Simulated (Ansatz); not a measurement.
# Cl₃H₅N₂Si₂: one species, many methods

The task here is to estimate one member of a computed series from the others.

Method: functionals in def2-TZVPP, the program's frozen cores in correlated methods; program: Ansatz 0.2.0, Gaussian basis.

Plan: PBE-D4, r2SCAN-D4, PBE0-D4, B3LYP-D4, ωB97X-V, ωB97M-V, B2PLYP; CCSD(T)/def2-TZVPP; MP2/def2-QZVPP; extrapolation to the limit.

## The relaxed structure

The geometry comes from an earlier relaxation with PBE0-D4 in a triple-zeta def2 set; it is a stationary point, not always the lowest conformer.

12 atoms, charge 0, spin multiplicity 1.

Atoms are counted from 1 here; the program's logs count them from 0.

Bond lengths: N1–Si2 1.698 Å, N1–H8 1.007 Å, N1–H9 1.007 Å, Si2–Cl3 2.088 Å, Si2–Si4 2.331 Å, Si2–H10 1.479 Å, Si4–N5 1.698 Å, Si4–Cl6 2.064 Å, Si4–Cl7 2.051 Å, N5–H11 1.008 Å, N5–H12 1.009 Å. Angles: Si2–N1–H8 121.1°, Si2–N1–H9 121.6°, H8–N1–H9 111.9°, N1–Si2–Cl3 115.0°, N1–Si2–Si4 109.7°, N1–Si2–H10 108.5°, Cl3–Si2–Si4 102.2°, Cl3–Si2–H10 105.6°, Si4–Si2–H10 115.9°, Si2–Si4–N5 107.9°, Si2–Si4–Cl6 107.9°, Si2–Si4–Cl7 113.2°, N5–Si4–Cl6 115.0°, N5–Si4–Cl7 106.5°, Cl6–Si4–Cl7 106.5°, Si4–N5–H11 120.9°, Si4–N5–H12 118.6°, H11–N5–H12 112.1°.

Geometry (Å):

```mol
Cl3H5N2Si2
  3D, bonds by distance, orders not assigned

 12 11  0  0  0  0  0  0  0  0999 V2000
   -0.2389    1.9708    0.8826 N   0  0
    0.7210    0.5713    0.9254 Si  0  0
    0.2373   -0.7865    2.4364 Cl  0  0
    0.3597   -0.6872   -1.0032 Si  0  0
   -1.1657   -1.4211   -0.8696 N   0  0
    1.9419   -1.9956   -1.2117 Cl  0  0
    0.3126    0.4474   -2.7108 Cl  0  0
   -1.1897    1.9388    0.5521 H   0  0
   -0.0888    2.7327    1.5238 H   0  0
    2.1217    0.9701    1.1830 H   0  0
   -1.6278   -1.8058   -1.6788 H   0  0
   -1.3833   -1.9350   -0.0290 H   0  0
  1  2  8  0
  2  3  8  0
  2  4  8  0
  4  5  8  0
  4  6  8  0
  4  7  8  0
  1  8  8  0
  1  9  8  0
  2 10  8  0
  5 11  8  0
  5 12  8  0
M  END
```

Set-up of the first run:

Contents of in.yaml:

```yaml
crystal:
  periodic: [false, false, false]
  atoms:
    - {symbol: N, position_ang: [-0.238926, 1.970832, 0.882587]}
    - {symbol: Si, position_ang: [0.721032, 0.571344, 0.925355]}
    - {symbol: Cl, position_ang: [0.237310, -0.786487, 2.436422]}
    - {symbol: Si, position_ang: [0.359657, -0.687186, -1.003243]}
    - {symbol: N, position_ang: [-1.165665, -1.421081, -0.869637]}
    - {symbol: Cl, position_ang: [1.941912, -1.995643, -1.211736]}
    - {symbol: Cl, position_ang: [0.312625, 0.447417, -2.710834]}
    - {symbol: H, position_ang: [-1.189742, 1.938782, 0.552125]}
    - {symbol: H, position_ang: [-0.088810, 2.732731, 1.523790]}
    - {symbol: H, position_ang: [2.121714, 0.970092, 1.182984]}
    - {symbol: H, position_ang: [-1.627807, -1.805845, -1.678788]}
    - {symbol: H, position_ang: [-1.383300, -1.934968, -0.029025]}
basis:
  gaussian: {orbitals: def2-TZVPP}
hamiltonian: {xc: pbe, dispersion: d4}
output: {forces: true, orbitals: {seedname: orbitals}}
```

Command:

```console
ansatz run in.yaml --threads 2 --pin off --events-out ev --progress --plain --max-ram 20480MiB --backend cuda --devices 0, --max-vram 18GiB
```

Steps of the session up to this table: PBE-D4 (GGA); r2SCAN-D4 (meta-GGA); PBE0-D4 (hybrid); B3LYP-D4 (hybrid); ωB97X-V (range-separated); ωB97M-V (range-separated); B2PLYP (double hybrid); CCSD(T) in def2-TZVPP; MP2 in def2-QZVPP.

One table of the session follows, with a row left open; its other results are not shown here.

| method | atomisation energy (eV) |
| --- | --- |
| PBE-D4 | 43.183 |
| r2SCAN-D4 | 42.510 |
| PBE0-D4 | 42.469 |
| B3LYP-D4 | 42.325 |
| ωB97X-V | 42.871 |
| ωB97M-V | ? |
| B2PLYP | 41.691 |
| HF/def2-TZVPP | 29.743 |
| MP2/def2-TZVPP | 41.920 |
| CCSD/def2-TZVPP | 40.121 |
| CCSD(T)/def2-TZVPP | 40.894 |
| MP2/CBS | 43.583 |
| CCSD(T)/CBS | 42.558 |

Q: Estimate the row for ωB97M-V from the others.

As computed: atomisation energy (eV): 42.803. In the column «atomisation energy (eV)» it lies between CCSD(T)/CBS (42.558) and ωB97X-V (42.871).
